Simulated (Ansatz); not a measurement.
# W: a short molecular-dynamics run

Aim: set W (a distorted structure, 8 atoms, not relaxed) in motion for 40 steps of 1 fs at constant energy, with velocities drawn for 1200 K, and see how temperature, energy and positions respond.

Method: DFT LDA, plane waves, PAW, scalar-relativistic, no spin polarisation, in Ansatz 0.2.0.

## (1) The starting structure

The cell holds 8 atoms (W8): a = 5.269 Å, b = 4.507 Å, c = 6.431 Å, α = 88.31°, β = 72.17°, γ = 62.90°.

As a file:

```cif
data_structure
_symmetry_space_group_name_H-M 'P 1'
_symmetry_Int_Tables_number 1
_cell_length_a 5.2694
_cell_length_b 4.5070
_cell_length_c 6.4309
_cell_angle_alpha 88.312
_cell_angle_beta 72.167
_cell_angle_gamma 62.899
_cell_volume 128.33
loop_
_atom_site_label
_atom_site_type_symbol
_atom_site_fract_x
_atom_site_fract_y
_atom_site_fract_z
_atom_site_occupancy
W1 W 0.91740 0.98787 0.01518 1
W2 W 0.00639 0.02737 0.50560 1
W3 W 0.03172 0.46697 0.20149 1
W4 W 0.52227 0.27458 0.38324 1
W5 W 0.03023 0.48760 0.74519 1
W6 W 0.50208 0.69486 0.12743 1
W7 W 0.49473 0.23346 0.84320 1
W8 W 0.49353 0.73627 0.68022 1
```

## (2) Molecular dynamics

Input file input.yaml:

```yaml
crystal:
  lattice:
    - [-1.497513, 1.609973, 4.78873]
    - [3.150628, 0.066846, 3.222072]
    - [0.097816, 6.430079, 0.035876]
  atoms:
    - { symbol: W, position: [0.917402, 0.987873, 0.015177] }
    - { symbol: W, position: [0.006393, 0.027366, 0.5056] }
    - { symbol: W, position: [0.031723, 0.466972, 0.201488] }
    - { symbol: W, position: [0.522271, 0.274576, 0.383241] }
    - { symbol: W, position: [0.030231, 0.487596, 0.745187] }
    - { symbol: W, position: [0.50208, 0.694865, 0.127435] }
    - { symbol: W, position: [0.494728, 0.233464, 0.8432] }
    - { symbol: W, position: [0.493529, 0.736269, 0.680216] }
kpoints:
  mp_grid: { grid: [3, 4, 3] }
magnetization:
  spin_polarized: false
scf:
  occupations: { method: fermi_dirac, width: 0.05 }
hamiltonian:
  pseudopotentials: { kind: paw }
  xc: lda
basis:
  ecutwfc: 420
md:
  timestep: 1.0
  n_steps: 40
  ensemble: nve
  temperature: 1200.0
  initial_velocities: maxwell_boltzmann
  seed: 501187
```

Run with:

```console
$ ansatz run input.yaml --threads 2 --pin off --max-ram 2560MiB --backend cpu --events-out ev --progress --plain --runs-dir out
```

**Question.** What will these runs give? Wanted: temperature, first and last step; temperature, second half; potential energy, second half; largest change of the total energy; mean square displacement, second half.

As calculated:

| quantity | value |
| --- | --- |
| length | 40 steps of 1 fs |
| temperature, first and last step | 1200 and 3920 K |
| temperature, second half | mean 3386 K, from 2670 to 3920 K |
| potential energy, second half | -247 meV/atom from the start |
| largest change of the total energy | 0.06 meV/atom |
| mean square displacement, second half | W 0.024 Å² |

In words: The temperature starts at 1200 K and averages 3386 K in the second half, where it still rises, from 2670 to 3920 K; the start was no minimum (force components up to 4.3 eV/Å), and the potential energy that it sheds (247 meV/atom) turns into motion. The total energy strays from its start by at most 0.06 meV/atom, under 0.1 % of the mean kinetic energy, which is good for a step of 1 fs. No atom gets farther than 0.30 Å from its start, with the drift of the whole removed, against a typical spacing of 2.5 Å. Averages from a run of 40 fs with 8 atoms are rough. The k-mesh is coarse for this cell.
